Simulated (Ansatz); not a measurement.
Relaxation of a periodic cell of 63 atoms, Si₆₂B (host Si, host structure diamond, dopant B, one Si atom removed), cell charge -2, to a largest force component of 0.03 eV/Å in at most 60 steps.

The calculation used DFT PBE-D3(BJ), scalar-relativistic, plane waves, PAW (Ansatz 0.2.0). Settings: PAW set soft_1, cutoff 420 eV, k mesh 1x1x1, gaussian smearing 0.02 eV, spin collinear.

```xyz
63
Lattice="10.8600 0.0000 0.0000 0.0000 10.8600 0.0000 0.0000 0.0000 10.8600" Properties=species:S:1:pos:R:3
Si 5.430 0.000 0.000
Si 6.787 1.357 1.357
Si 8.145 2.715 0.000
Si 9.502 4.072 1.357
Si 8.145 0.000 2.715
Si 9.502 1.357 4.072
Si 0.000 0.000 0.000
Si 1.357 1.357 1.357
Si 2.715 2.715 0.000
Si 4.072 4.072 1.357
Si 5.430 5.430 0.000
Si 6.787 6.787 1.357
Si 8.145 8.145 0.000
Si 9.502 9.502 1.357
Si 2.715 0.000 2.715
B 5.430 0.000 5.430
Si 5.430 2.715 2.715
Si 6.787 4.072 4.072
Si 8.145 5.430 2.715
Si 9.502 6.787 4.072
Si 6.787 1.357 6.787
Si 8.145 2.715 5.430
Si 9.502 4.072 6.787
Si 8.145 0.000 8.145
Si 9.502 1.357 9.502
Si 0.000 5.430 0.000
Si 1.357 6.787 1.357
Si 2.715 8.145 0.000
Si 4.072 9.502 1.357
Si 0.000 2.715 2.715
Si 1.357 4.072 4.072
Si 2.715 5.430 2.715
Si 4.072 6.787 4.072
Si 5.430 8.145 2.715
Si 6.787 9.502 4.072
Si 0.000 0.000 5.430
Si 1.357 1.357 6.787
Si 2.715 2.715 5.430
Si 4.072 4.072 6.787
Si 5.430 5.430 5.430
Si 6.787 6.787 6.787
Si 8.145 8.145 5.430
Si 9.502 9.502 6.787
Si 2.715 0.000 8.145
Si 4.072 1.357 9.502
Si 5.430 2.715 8.145
Si 6.787 4.072 9.502
Si 8.145 5.430 8.145
Si 9.502 6.787 9.502
Si 0.000 8.145 2.715
Si 1.357 9.502 4.072
Si 0.000 5.430 5.430
Si 1.357 6.787 6.787
Si 2.715 8.145 5.430
Si 4.072 9.502 6.787
Si 0.000 2.715 8.145
Si 1.357 4.072 9.502
Si 2.715 5.430 8.145
Si 4.072 6.787 9.502
Si 5.430 8.145 8.145
Si 6.787 9.502 9.502
Si 0.000 8.145 8.145
Si 1.357 9.502 9.502
```

Problem. Where does it end, and by what steps?

Solution. The run converged. Limits of this set-up: coarse k mesh, a typed lattice constant that wasn't relaxed here, charged cell in a uniform background, uncorrected. After 6 steps the energy has fallen by 1.534 eV; B16 moved furthest, 0.60 Å.

```
step  energy less start (eV)  largest force component (eV/Å)  accepted
   0                  0.0000                           1.269       yes
   1                 -0.8768                           0.800       yes
   2                 -1.3978                           0.351       yes
   3                 -1.5040                           0.300       yes
   4                 -1.5313                           0.041       yes
   5                 -1.5340                           0.031       yes
   6                 -1.5344                           0.024       yes
```

```xyz
63
Lattice="10.8600 0.0000 0.0000 0.0000 10.8600 0.0000 0.0000 0.0000 10.8600" Properties=species:S:1:pos:R:3
Si 5.424 0.006 0.008
Si 6.739 1.375 1.397
Si 8.124 2.711 0.007
Si 9.485 4.077 1.353
Si 8.082 0.002 2.756
Si 9.492 1.360 4.070
Si 0.004 0.000 0.004
Si 1.369 1.358 1.369
Si 2.708 2.722 -0.008
Si 4.072 4.061 1.369
Si 5.430 5.426 0.004
Si 6.769 6.815 1.382
Si 8.136 8.154 0.010
Si 9.475 9.521 1.382
Si 2.787 0.124 2.787
B 5.777 -0.347 5.777
Si 5.306 2.643 2.787
Si 6.739 4.033 4.055
Si 8.124 5.423 2.719
Si 9.494 6.796 4.072
Si 6.677 1.209 6.677
Si 8.082 2.674 5.428
Si 9.475 4.048 6.769
Si 8.121 0.004 8.121
Si 9.494 1.358 9.494
Si -0.001 5.431 -0.001
Si 1.353 6.805 1.353
Si 2.719 8.166 0.007
Si 4.055 9.551 1.397
Si -0.008 2.722 2.708
Si 1.369 4.061 4.072
Si 2.708 5.438 2.708
Si 4.070 6.798 4.070
Si 5.428 8.208 2.756
Si 6.677 9.613 4.221
Si 0.008 0.006 5.424
Si 1.397 1.375 6.739
Si 2.787 2.643 5.306
Si 4.055 4.033 6.739
Si 5.424 5.422 5.424
Si 6.785 6.793 6.785
Si 8.121 8.169 5.426
Si 9.497 9.505 6.785
Si 2.756 0.002 8.082
Si 4.070 1.360 9.492
Si 5.428 2.674 8.082
Si 6.769 4.048 9.475
Si 8.136 5.420 8.136
Si 9.498 6.792 9.498
Si 0.007 8.166 2.719
Si 1.397 9.551 4.055
Si 0.004 5.426 5.430
Si 1.382 6.815 6.769
Si 2.756 8.208 5.428
Si 4.221 9.613 6.677
Si 0.007 2.711 8.124
Si 1.353 4.077 9.485
Si 2.719 5.423 8.124
Si 4.072 6.796 9.494
Si 5.426 8.169 8.121
Si 6.785 9.505 9.497
Si 0.010 8.154 8.136
Si 1.382 9.521 9.475
```

Whether the end is a true minimum wasn't checked by a vibrational analysis.

Time of the run: 82 s on 4 threads of Arm Neoverse V1, with other jobs on the host, peak memory 1.6 GiB.
